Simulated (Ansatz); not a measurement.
**CH₅ClO₂Si: up Jacob's ladder to CCSD(T)**

An exercise on one series of results from a longer session: the logs are not shown, and one member is left open.

The runs use Ansatz 0.2.0, Gaussian basis; functionals in def2-TZVPP, the program's frozen cores in correlated methods.

The runs, in order: LDA (SPW92), PBE-D4, revPBE-D4, BLYP-D4, r2SCAN-D4, B97M-V, PBE0-D4, B3LYP-D4, r2SCANh-D4, r2SCAN0-D4, HSE06-D4, BHLYP-D4, CAM-B3LYP-D4, LC-ωPBE, ωB97X-V, ωB97M-V, B2PLYP, PBE-QIDH; CCSD(T)/def2-SVP; CCSD(T)/def2-TZVPP; MP2/def2-QZVPP; extrapolation to the limit; RPA on PBE.

## The geometry

All runs share one geometry, relaxed beforehand with PBE0-D4 in a triple-zeta def2 set.

SMILES `C[Si](O)(O)Cl`, 10 atoms, charge 0, spin multiplicity 1.

Atoms are counted from 1 here; the program's logs count them from 0.

Bond lengths: C1–Si2 1.840 Å, C1–H6 1.092 Å, C1–H7 1.093 Å, C1–H8 1.092 Å, Si2–O3 1.636 Å, Si2–O4 1.627 Å, Si2–Cl5 2.071 Å, O3–H9 0.958 Å, O4–H10 0.959 Å. Angles: Si2–C1–H6 110.8°, Si2–C1–H7 109.8°, Si2–C1–H8 110.6°, H6–C1–H7 108.6°, H6–C1–H8 108.5°, H7–C1–H8 108.5°, C1–Si2–O3 114.0°, C1–Si2–O4 107.5°, C1–Si2–Cl5 109.4°, O3–Si2–O4 109.1°, O3–Si2–Cl5 106.3°, O4–Si2–Cl5 110.6°, Si2–O3–H9 117.5°, Si2–O4–H10 117.8°.

The first run:

in.yaml

```yaml
crystal:
  periodic: [false, false, false]
  atoms:
    - {symbol: C, position_ang: [-0.682737, -1.241190, 0.044638]}
    - {symbol: Si, position_ang: [0.139208, 0.399320, -0.086838]}
    - {symbol: O, position_ang: [1.063381, 0.785791, 1.206920]}
    - {symbol: O, position_ang: [1.073756, 0.371546, -1.418555]}
    - {symbol: Cl, position_ang: [-1.299832, 1.881055, -0.238602]}
    - {symbol: H, position_ang: [-1.361095, -1.267478, 0.899376]}
    - {symbol: H, position_ang: [0.069152, -2.023323, 0.173136]}
    - {symbol: H, position_ang: [-1.256013, -1.456220, -0.858994]}
    - {symbol: H, position_ang: [0.686834, 1.378523, 1.858352]}
    - {symbol: H, position_ang: [1.650445, 1.120875, -1.576635]}
basis:
  gaussian: {orbitals: def2-TZVPP}
hamiltonian: {xc: lda}
output: {orbitals: {seedname: orbitals}}
```

The run is started by

```
> ansatz run in.yaml --threads 4 --pin off --events-out ev --progress --plain --max-ram 10444MiB
```

Steps of the session up to this table: LDA; PBE-D4 (GGA); revPBE-D4 (GGA); BLYP-D4 (GGA); r2SCAN-D4 (meta-GGA); B97M-V (meta-GGA); PBE0-D4 (hybrid); B3LYP-D4 (hybrid); r2SCANh-D4 (hybrid); r2SCAN0-D4 (hybrid); HSE06-D4 (hybrid); BHLYP-D4 (hybrid); CAM-B3LYP-D4 (range-separated); LC-ωPBE (range-separated); ωB97X-V (range-separated); ωB97M-V (range-separated); B2PLYP (double hybrid); PBE-QIDH (double hybrid).

One table of the session follows, with a row left open; its other results are not shown here.

It belongs to the step «Orbital energies across the functionals». 

| functional | HOMO (eV) | LUMO (eV) | gap (eV) |
| --- | --- | --- | --- |
| LDA (SPW92) | -7.62 | -0.38 | 7.23 |
| PBE-D4 | -7.45 | -0.22 | 7.23 |
| revPBE-D4 | -7.39 | -0.13 | 7.26 |
| BLYP-D4 | -7.33 | -0.26 | 7.06 |
| r2SCAN-D4 | -7.83 | 0.48 | 8.31 |
| B97M-V | -7.92 | 0.04 | 7.96 |
| PBE0-D4 | ? | ? | ? |
| B3LYP-D4 | -8.70 | 0.27 | 8.98 |
| r2SCANh-D4 | -8.39 | 0.74 | 9.13 |
| r2SCAN0-D4 | -9.20 | 1.10 | 10.31 |
| HSE06-D4 | -8.56 | 0.29 | 8.84 |
| BHLYP-D4 | -10.29 | 1.28 | 11.57 |
| CAM-B3LYP-D4 | -10.38 | 1.41 | 11.78 |
| LC-ωPBE | -11.77 | 2.78 | 14.55 |
| ωB97X-V | -11.41 | 2.55 | 13.95 |
| ωB97M-V | -11.25 | 2.10 | 13.35 |

Q: Estimate the row for PBE0-D4 from the others.

The run gave: HOMO (eV): -8.96; LUMO (eV): 0.65; gap (eV): 9.62. In the column «HOMO (eV)» it lies between r2SCAN0-D4 (-9.20) and B3LYP-D4 (-8.70).
